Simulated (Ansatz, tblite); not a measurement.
# Si19H28 ring sphere (Si18NH28+): one state, many levels

One table from this session's results is given with a row withheld; the runs are named, their logs left out.

Method: as each input shows; program: Ansatz 0.2.0, Gaussian basis.

Levels to be run: GFN1-xTB, GFN2-xTB, PBE-D4/def2-TZVP, r2SCAN-D4/def2-TZVP, LC-ωPBE/def2-TZVP, PBE-D4/def2-SVP, PBE0-D4/def2-SVP, HF/STO-3G, MP2/def2-SVP.

2 further runs of the same task are left out: 2 set aside as unsound or not needed.

**The geometry**

The geometry is that of the singlet, from an earlier relaxation (PBE-D4/def2-SVP).

47 atoms, charge 1, spin multiplicity 1.

Bond lengths: N1–Si14 1.894 Å, N1–Si15 1.929 Å, N1–Si18 1.894 Å, N1–H29 1.039 Å, Si2–Si11 2.357 Å, Si2–Si12 2.357 Å, Si2–H20 1.506 Å, Si2–H21 1.507 Å, Si3–Si12 2.359 Å, Si3–Si13 2.356 Å, Si3–H22 1.507 Å, Si3–H23 1.506 Å, Si4–Si11 2.363 Å, Si4–Si15 2.366 Å, Si4–H24 1.507 Å, Si4–H25 1.510 Å, Si5–Si12 2.346 Å, Si5–Si15 2.352 Å and more. Angles: Si14–N1–Si15 115.0°, Si14–N1–Si18 114.0°, Si14–N1–H29 103.9°, Si15–N1–Si18 115.0°, Si15–N1–H29 103.0°, Si18–N1–H29 103.9°, Si11–Si2–Si12 113.5°, Si11–Si2–H20 109.7°, Si11–Si2–H21 109.3°, Si12–Si2–H20 109.3°, Si12–Si2–H21 105.7°, H20–Si2–H21 109.3°, Si12–Si3–Si13 113.3°, Si12–Si3–H22 105.3°, Si12–Si3–H23 108.1°, Si13–Si3–H22 109.4°, Si13–Si3–H23 111.4°, H22–Si3–H23 109.1° and more.

The ion is computed in the gas phase, without counter-ions or solvent.

PBE0-D4/def2-TZVP was run before; its log isn't repeated, and its numbers join the tables.

The first run:

Tight binding, by tblite at 300 K electronic temperature and without a spin-polarisation term:

```python
tblite.interface.Calculator('GFN1-xTB', numbers, positions, charge=1, uhf=0).singlepoint()
```

Tight binding, by tblite at 300 K electronic temperature and without a spin-polarisation term:

```python
tblite.interface.Calculator('GFN2-xTB', numbers, positions, charge=1, uhf=0).singlepoint()
```

start.molden holds the orbitals of an earlier run on this state, given as this run's starting guess.

Input file in.yaml:

```yaml
crystal:
  periodic: [false, false, false]
  atoms:
    - {symbol: N, position_ang: [1.745335, -0.599652, -1.742571]}
    - {symbol: Si, position_ang: [-3.588749, -0.806090, -1.783334]}
    - {symbol: Si, position_ang: [-3.548456, 2.030156, 0.805040]}
    - {symbol: Si, position_ang: [-0.512540, -3.187291, -2.204843]}
    - {symbol: Si, position_ang: [-0.741671, -0.633737, 0.741252]}
    - {symbol: Si, position_ang: [2.206340, -3.185606, 0.517368]}
    - {symbol: Si, position_ang: [1.779915, -0.802268, 3.591338]}
    - {symbol: Si, position_ang: [-0.727895, 1.872640, -1.925960]}
    - {symbol: Si, position_ang: [1.923294, 1.874867, 0.728986]}
    - {symbol: Si, position_ang: [-0.811512, 2.031011, 3.546505]}
    - {symbol: Si, position_ang: [-2.401347, -2.221597, -3.246048]}
    - {symbol: Si, position_ang: [-2.203242, 0.657617, -0.562139]}
    - {symbol: Si, position_ang: [-2.306608, 3.359733, 2.301802]}
    - {symbol: Si, position_ang: [0.765802, 0.410996, -3.010619]}
    - {symbol: Si, position_ang: [0.692669, -1.826748, -0.690534]}
    - {symbol: Si, position_ang: [0.558953, 0.659519, 2.203587]}
    - {symbol: Si, position_ang: [3.244706, -2.218019, 2.406770]}
    - {symbol: Si, position_ang: [3.011160, 0.412800, -0.761986]}
    - {symbol: Si, position_ang: [0.751504, 3.289349, -0.753274]}
    - {symbol: H, position_ang: [-4.596725, -0.002214, -2.562170]}
    - {symbol: H, position_ang: [-4.305286, -1.642519, -0.754591]}
    - {symbol: H, position_ang: [-4.420417, 1.080247, 1.585958]}
    - {symbol: H, position_ang: [-4.416936, 2.874761, -0.090354]}
    - {symbol: H, position_ang: [-0.961502, -4.312009, -1.307705]}
    - {symbol: H, position_ang: [0.471104, -3.730799, -3.212646]}
    - {symbol: H, position_ang: [-1.477211, -1.728842, 1.476597]}
    - {symbol: H, position_ang: [1.309412, -4.310637, 0.965957]}
    - {symbol: H, position_ang: [3.215675, -3.729051, -0.464744]}
    - {symbol: H, position_ang: [2.329077, -1.231741, -2.324952]}
    - {symbol: H, position_ang: [0.751016, -1.638726, 4.307623]}
    - {symbol: H, position_ang: [2.557254, 0.002978, 4.599380]}
    - {symbol: H, position_ang: [-1.407557, 2.590180, -3.065252]}
    - {symbol: H, position_ang: [3.061152, 2.593913, 1.409465]}
    - {symbol: H, position_ang: [-1.593442, 1.080403, 4.416766]}
    - {symbol: H, position_ang: [0.081630, 2.876060, 4.416828]}
    - {symbol: H, position_ang: [-3.291673, -3.347902, -3.700661]}
    - {symbol: H, position_ang: [-1.953961, -1.439112, -4.451615]}
    - {symbol: H, position_ang: [-3.255590, 4.048350, 3.248934]}
    - {symbol: H, position_ang: [-1.539772, 4.403973, 1.535998]}
    - {symbol: H, position_ang: [0.174404, -0.651353, -3.887550]}
    - {symbol: H, position_ang: [1.847714, 1.133803, -3.763700]}
    - {symbol: H, position_ang: [4.450545, -1.435428, 1.960304]}
    - {symbol: H, position_ang: [3.698625, -3.343436, 3.298571]}
    - {symbol: H, position_ang: [3.888002, -0.648395, -0.168385]}
    - {symbol: H, position_ang: [3.765305, 1.135238, -1.843405]}
    - {symbol: H, position_ang: [0.039015, 4.404291, -0.042747]}
    - {symbol: H, position_ang: [1.742505, 3.850319, -1.743234]}
basis:
  gaussian: {orbitals: def2-TZVP, fitting: {mean_field: def2-universal-jkfit}, initial_orbitals: start.molden}
total_charge: 1
hamiltonian: {xc: pbe, dispersion: d4}
scf: {omitted_lower_state_checks: [starts]}
output: {forces: true, orbitals: {seedname: orbitals}}
```

The run is started by

```
ansatz run in.yaml --threads 4 --pin off --events-out ev --progress --plain --max-ram 66560MiB --backend cuda --devices 0, --max-vram 37GiB
```

Steps of the session up to this table: PBE-D4/def2-TZVP; r2SCAN-D4/def2-TZVP; LC-ωPBE/def2-TZVP; PBE-D4/def2-SVP; PBE0-D4/def2-SVP; HF/STO-3G; MP2/def2-SVP.

One table of the session follows, with a row left open; its other results are not shown here.

```
              level  HOMO (eV)  gap (eV)
          HF/STO-3G      -9.44     14.06
    PBE-D4/def2-SVP      -9.06      3.25
   PBE-D4/def2-TZVP      -9.02      3.11
r2SCAN-D4/def2-TZVP      -9.24      3.44
   PBE0-D4/def2-SVP     -10.03      4.91
  PBE0-D4/def2-TZVP      -9.95      4.77
  LC-ωPBE/def2-TZVP          ?         ?
```

Q: Estimate the row for LC-ωPBE/def2-TZVP from the others.

**Answer.** HOMO (eV): -12.24; gap (eV): 9.08. In the column «HOMO (eV)» it is the lowest.
